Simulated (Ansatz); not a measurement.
**C₂H₆B₂O: how energies converge with the basis set**

The task here is to estimate one member of a computed series from the others.

Method: one geometry, several basis sets; program: Ansatz 0.2.0, Gaussian basis.

Plan: PBE0-D4/def2-SVP; ωB97M-V/def2-SVP; PBE0-D4/def2-QZVPP; ωB97M-V/def2-QZVPP; the functionals' def2-TZVPP values are taken from earlier runs.

## The relaxed structure

The geometry comes from an earlier relaxation with PBE0-D4 in a triple-zeta def2 set; it is a stationary point, not always the lowest conformer.

11 atoms, charge 0, spin multiplicity 1.

Atoms are counted from 1 here; the program's logs count them from 0.

Bond lengths: B1–C2 1.451 Å, B1–B4 1.757 Å, B1–H6 1.304 Å, B1–H7 1.184 Å, C2–C3 1.515 Å, C2–B4 1.709 Å, C2–H8 1.085 Å, C3–B4 1.552 Å, C3–H9 1.085 Å, C3–H10 1.088 Å, B4–O5 1.372 Å, B4–H6 1.410 Å, O5–H11 0.959 Å. Angles: C2–B1–B4 63.6°, C2–B1–H6 105.8°, C2–B1–H7 140.0°, B4–B1–H6 52.3°, B4–B1–H7 141.9°, H6–B1–H7 114.0°, B1–C2–C3 112.2°, B1–C2–B4 67.0°, B1–C2–H8 124.5°, C3–C2–B4 57.2°, C3–C2–H8 120.9°, B4–C2–H8 132.3°, C2–C3–B4 67.7°, C2–C3–H9 115.7°, C2–C3–H10 115.6°, B4–C3–H9 121.7°, B4–C3–H10 117.0°, H9–C3–H10 112.2° and more.

Set-up of the first run:

in.yaml

```yaml
crystal:
  periodic: [false, false, false]
  atoms:
    - {symbol: B, position_ang: [-1.321154, 0.533510, 0.291057]}
    - {symbol: C, position_ang: [-0.381577, -0.328316, 0.983558]}
    - {symbol: C, position_ang: [1.055710, -0.017595, 0.618699]}
    - {symbol: B, position_ang: [0.108933, 0.052973, -0.608929]}
    - {symbol: O, position_ang: [0.116986, -0.447389, -1.886447]}
    - {symbol: H, position_ang: [-0.602483, 1.266114, -0.514171]}
    - {symbol: H, position_ang: [-2.488488, 0.690769, 0.171576]}
    - {symbol: H, position_ang: [-0.644938, -1.265882, 1.461281]}
    - {symbol: H, position_ang: [1.472882, 0.877338, 1.069199]}
    - {symbol: H, position_ang: [1.743902, -0.859448, 0.663328]}
    - {symbol: H, position_ang: [1.005629, -0.558974, -2.228552]}
basis:
  gaussian: {orbitals: def2-SVP}
hamiltonian: {xc: pbe0, dispersion: d4}
output: {orbitals: {seedname: orbitals}}
```

Command:

```console
> ansatz run in.yaml --threads 2 --pin off --events-out ev --progress --plain --max-ram 4352MiB
```

Steps of the session up to this table: PBE0-D4 in def2-SVP; ωB97M-V in def2-SVP; PBE0-D4 in def2-QZVPP; ωB97M-V in def2-QZVPP.

One table of the session follows, with a row left open; its other results are not shown here.

It belongs to the step «Functionals by basis». 

```
functional       basis  HOMO (eV)
   PBE0-D4    def2-SVP      -7.11
   PBE0-D4  def2-TZVPP      -7.17
   PBE0-D4  def2-QZVPP      -7.18
   ωB97M-V    def2-SVP      -9.27
   ωB97M-V  def2-TZVPP          ?
   ωB97M-V  def2-QZVPP      -9.37
```

**Question.** Estimate the row for ωB97M-V, def2-TZVPP.

As computed: HOMO (eV): -9.36. In the column «HOMO (eV)» it lies between ωB97M-V, def2-QZVPP (-9.37) and ωB97M-V, def2-SVP (-9.27).
